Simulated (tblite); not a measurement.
# C2H10GeO3Si2: the cost of one run

Programs: PySCF 2.14.0 with density-fitted response routines of our own, and tblite 0.8.0. All values are computed, except where a source is named. Atoms count from 0 throughout.

## 1. The molecule as given

18 atoms, charge 0, multiplicity 1; geometry from: UFF geometry.

Bonds of the start (Å): C0–C1 1.48, C0–H10 1.11, C0–H8 1.11, C0–H9 1.11, C1–O2 1.28, C1–O3 1.40, Ge7–H15 1.55, Ge7–H16 1.55, Ge7–H17 1.54, O3–Si4 1.74, O5–Si6 1.73, Si4–H11 1.47, Si4–H12 1.47, Si4–O5 1.72, Si6–Ge7 2.33, Si6–H13 1.47, Si6–H14 1.47.

## 2. GFN2-xTB relaxation, conformer 1

Job settings and geometry (Å):

```
{"job": {"xc": "GFN2-xTB", "basis": "xTB", "kind": "relax"}, "charge": 0, "multiplicity": 1}
C     -3.796700     0.003700     0.680400
C     -2.338200     0.069900     0.442300
O     -1.535800    -0.140900     1.419300
O     -1.849900     0.398000    -0.826300
Si    -0.148500     0.498500    -1.181200
O      0.585600    -1.031500    -0.917500
Si     2.287900    -0.793300    -1.098000
Ge     3.191700     0.016500     0.885600
H     -4.148900     0.972200     1.096300
H     -4.335000    -0.192000    -0.272100
H     -4.050500    -0.808800     1.395400
H      0.451600     1.528300    -0.326900
H      0.006500     0.885400    -2.590000
H      2.916800    -2.094800    -1.390800
H      2.600600     0.124400    -2.205200
H      2.576800     1.403500     1.211300
H      2.855700    -0.967200     2.036900
H      4.721700     0.134400     0.732800
```

The run is started by

```
> OMP_NUM_THREADS=1 python ens_run.py task.json out
```

One launch serves the whole session.

**Question.** How long does this first job take on 1 thread of Arm Neoverse V1, shared host?

About 3 s.
